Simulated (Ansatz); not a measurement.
# HF/3-21G run of C2H7Ga (SMILES [CH3][GaH][CH3])

Aim: the vertical ionisation energy of C2H7Ga at HF/3-21G, from 2 runs. 

Program for the calculation: Ansatz 0.2.0.

47 further runs of the same task are left out: 1 that didn't finish, 46 set aside as unsound or not needed.

### Step 1. The molecule

The species is C2H7Ga (10 atoms), meant as a singlet with charge 0. SMILES: `[CH3][GaH][CH3]`. The coordinates come from a PBE0-D4/def2-TZVP relaxation.

Bond lengths: C1–Ga2 1.971 Å, Ga2–C3 1.971 Å, C1–H4 1.096 Å, C1–H5 1.091 Å, C1–H6 1.092 Å, Ga2–H7 1.579 Å, C3–H8 1.096 Å, C3–H9 1.091 Å, C3–H10 1.092 Å. Some angles: C1–Ga2–C3 120.1°, C1–Ga2–H7 120.0°, C3–Ga2–H7 119.9°, Ga2–C1–H4 109.0°, Ga2–C1–H5 112.5°, Ga2–C1–H6 111.5°, Ga2–C3–H8 109.0°, Ga2–C3–H9 112.5°, Ga2–C3–H10 111.5°, H4–C1–H5 107.5°.

### Step 2. A single-point energy at HF/3-21G

File input.yaml:

```yaml
crystal:
  periodic: [false, false, false]
  atoms:
    - {symbol: C, position_ang: [-1.063400, 1.142800, -0.711800]}
    - {symbol: Ga, position_ang: [0.649000, 0.266100, -0.281300]}
    - {symbol: C, position_ang: [0.681500, -1.321500, 0.886900]}
    - {symbol: H, position_ang: [-1.533700, 0.614200, -1.548200]}
    - {symbol: H, position_ang: [-0.935400, 2.183800, -1.011500]}
    - {symbol: H, position_ang: [-1.759700, 1.095200, 0.128600]}
    - {symbol: H, position_ang: [1.997300, 0.836500, -0.872600]}
    - {symbol: H, position_ang: [0.687700, -0.994000, 1.932300]}
    - {symbol: H, position_ang: [1.569300, -1.935900, 0.730500]}
    - {symbol: H, position_ang: [-0.209600, -1.938300, 0.750100]}
basis:
  gaussian:
    orbitals: 3-21G-spherical.json
hamiltonian:
  xc: hf
accuracy: high
output: {orbitals: {seedname: orbitals}}
```

The basis set 3-21G is read from a file made from the Basis Set Exchange's data (not shown).

Launch:

```console
$ ansatz run input.yaml --threads 1 --pin off --max-ram 3480MiB --events-out events.jsonl --progress --plain --runs-dir runs
```

What it wrote:

```text
Warning: RAYON_NUM_THREADS=1 ignored (pool sized by the plan → 1); use --threads N
Functional definition: HF
  name "HF"
  exchange = exact_x
  correlation = 0
1141 factors; integrals over basis functions are off by at most 6.4e-9 eV
mean field evaluation 1: about -54236.2249 eV, gradient 2.6e1 eV
mean field evaluation 2: about -54236.3839 eV, gradient 2.6e1 eV
mean field evaluation 4: about -54238.1476 eV, gradient 1.8e0 eV
mean field evaluation 8: about -54238.1620 eV, gradient 1.4e-4 eV
mean field -54238.16200867 eV, -1993.2156898719 hartree, gradient 8.4e-9 eV, S^2 0.000000; 0 other end points of the search recorded, 0 dependent functions left out
reference -54238.16200867 eV, -1993.2156898719 hartree; 25, 25 occupied and 29, 29 virtual orbitals, 1141 factors
Total energy: -54238.16200867 eV, -1993.2156898719 hartree
```

It took 0.7 s on 1 thread of Arm Neoverse V1, shared host; peak memory 0.12 GiB.

### Step 3. The doublet cation

File run.yaml:

```yaml
crystal:
  periodic: [false, false, false]
  atoms:
    - {symbol: C, position_ang: [-1.063400, 1.142800, -0.711800]}
    - {symbol: Ga, position_ang: [0.649000, 0.266100, -0.281300]}
    - {symbol: C, position_ang: [0.681500, -1.321500, 0.886900]}
    - {symbol: H, position_ang: [-1.533700, 0.614200, -1.548200]}
    - {symbol: H, position_ang: [-0.935400, 2.183800, -1.011500]}
    - {symbol: H, position_ang: [-1.759700, 1.095200, 0.128600]}
    - {symbol: H, position_ang: [1.997300, 0.836500, -0.872600]}
    - {symbol: H, position_ang: [0.687700, -0.994000, 1.932300]}
    - {symbol: H, position_ang: [1.569300, -1.935900, 0.730500]}
    - {symbol: H, position_ang: [-0.209600, -1.938300, 0.750100]}
basis:
  gaussian: {orbitals: 3-21G-spherical.json}
total_charge: 1
magnetization: {spin_polarized: true, initial_magnetization: 1}
hamiltonian: {xc: hf}
accuracy: high
output: {orbitals: {seedname: orbitals}}
```

The basis set 3-21G is read from a file made from the Basis Set Exchange's data (not shown).

Launch:

```console
$ ansatz run run.yaml --threads 1 --pin off --max-ram 3480MiB --events-out events.jsonl --progress --plain --runs-dir runs
```

What it wrote (excerpt; [...] marks lines left out):

```text
Warning: RAYON_NUM_THREADS=1 ignored (pool sized by the plan → 1); use --threads N
[... 2 set-up lines as earlier in the session ...]
[...]
1141 factors; integrals over basis functions are off by at most 6.4e-9 eV
[...]
mean field -54228.99147644 eV, -1992.8786790287 hartree, gradient 3.1e-8 eV, S^2 0.814320; 3 other end points of the search recorded, 0 dependent functions left out
reference -54228.99147644 eV, -1992.8786790287 hartree; 25, 24 occupied and 29, 30 virtual orbitals, 1141 factors
Total energy: -54228.99147644 eV, -1992.8786790287 hartree
```

Wall time 3.9 s (1 thread of Arm Neoverse V1, shared host); peak memory 0.17 GiB.

### Step 4. Summary of results

At HF/3-21G:

| quantity | value |
| --- | --- |
| singlet C2H7Ga: total energy | -1993.21569 Eh |
| singlet C2H7Ga: HOMO energy | -10.40 eV |
| singlet C2H7Ga: LUMO energy | 1.86 eV |
| singlet C2H7Ga: HOMO–LUMO gap | 12.26 eV |
| doublet cation: total energy | -1992.87868 Eh |
| doublet cation: HOMO energy (highest over α and β) | -15.63 eV |
| doublet cation: LUMO energy (lowest over α and β) | -7.98 eV |
| doublet cation: ⟨S²⟩ | 0.814 |
| vertical ionisation energy (to the doublet cation) | 9.171 eV |

**Reading.** The vertical ionisation energy comes to 9.17 eV (885 kJ/mol). −ε(HOMO) before ionisation, 10.40 eV, is 1.23 eV above this ionisation energy.
